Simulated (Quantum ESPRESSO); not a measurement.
GdO:

```
Gd O
1.0
     0.00000    2.70000    2.70000
     2.70000    0.00000    2.70000
     2.70000    2.70000    0.00000
Gd O
1 1
Direct
  0.00000 0.00000 0.00000
  0.75000 0.75000 0.75000
```

Base run:

| Property | Result |
| --- | --- |
| Program | Quantum ESPRESSO 7.5 |
| Functional | PBE |
| Potentials or basis | SSSP 1.3 efficiency PBE |
| Cutoff | 748 eV |
| Density cutoff | 5987 eV |
| k mesh | 9 × 9 × 9 |
| Occupations | fermi-dirac, width 0.05 eV |
| Spin | collinear spin, ferromagnetic start |
| Starting moments | [7.0, 0.0] μB |

Its results: band gap on the k mesh none (metal or under the smearing width); pressure -0.3 GPa; net moment 7.58 μB per cell; site moments Gd +6.84; O -0.00 μB.

Problem. The run is repeated on the same cell with these changes: potentials or basis from SSSP 1.3 efficiency PBE to JTH 2.0 PBE; cutoff from 748 eV to 707 eV; density cutoff from 5987 eV to 4245 eV; k mesh from 9 × 9 × 9 to 7 × 7 × 7. What comes out?

Solution. Band gap on the k mesh none (metal or under the smearing width); pressure 0.6 GPa; net moment 7.58 μB per cell; site moments Gd +6.72; O -0.00 μB.

Caveats: spin-orbit coupling is left out, which moves the levels of the heavy elements; a cell with one magnetic atom can't hold antiferromagnetic order, which such compounds often take; without U or exact exchange the open f shell lies at the Fermi level, which spoils levels, moments and volumes; the Wannier minimisation didn't converge (some runs).

Not every run made on this cell is shown here.
